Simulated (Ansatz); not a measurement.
The system is GaSb3.

```xyz
4
Lattice="0.0000 3.7306 3.7306 3.7306 0.0000 3.7306 3.7306 3.7306 0.0000" Properties=species:S:1:pos:R:3 pbc="T T T"
Sb    3.7306    3.7306    3.7306
Sb    5.5959    5.5959    5.5959
Sb    1.8653    1.8653    1.8653
Ga    0.0000    0.0000    0.0000
```

The cell comes from a database or a generator and needn't be the stable form of this composition.

```yaml
Program: Ansatz 0.2.0
Task: relaxation of cell and atoms
Functional: LDA
Potentials_or_basis: Ansatz PAW
Cutoff: "420 eV (not typed: the program's choice for these potentials)"
k_mesh: 6 × 6 × 6
Occupations: fermi-dirac, width 0.05 eV
Spin: no spin polarisation
```

At the start: volume 25.96 Å³/atom.

**Question.** Where does the relaxation end?

**Answer.** It ends after 5 steps and the volume is 23.75 Å³/atom (-8.5 %); space group Fm-3m (No. 225, to 0.05 Å).

Step by step:
| step | energy change (eV) | largest force (eV/Å) | volume (Å³) |
| --- | --- | --- | --- |
| 1 | 0.0000 | 0.0000 | 103.84 |
| 2 | -0.1261 | 0.0000 | 92.67 |
| 3 | -0.1367 | 0.0000 | 95.49 |
| 4 | -0.1374 | 0.0000 | 95.01 |
| 5 | -0.1352 | 0.0000 | 95.01 |

Final structure:
```
CELL_PARAMETERS angstrom
0.00000 3.62169 3.62169
3.62169 0.00000 3.62169
3.62169 3.62169 0.00000
ATOMIC_POSITIONS crystal
Sb 0.50000 0.50000 0.50000
Sb 0.75000 0.75000 0.75000
Sb 0.25000 0.25000 0.25000
Ga 0.00000 0.00000 0.00000
```

Caveat: the plane-wave basis is chosen anew once the cell has moved, so the energies of steps on either side of that aren't comparable; the PAW data sets come from PBE, with cores solved anew for the run's functional, which leaves a small shift of forces and pressure.
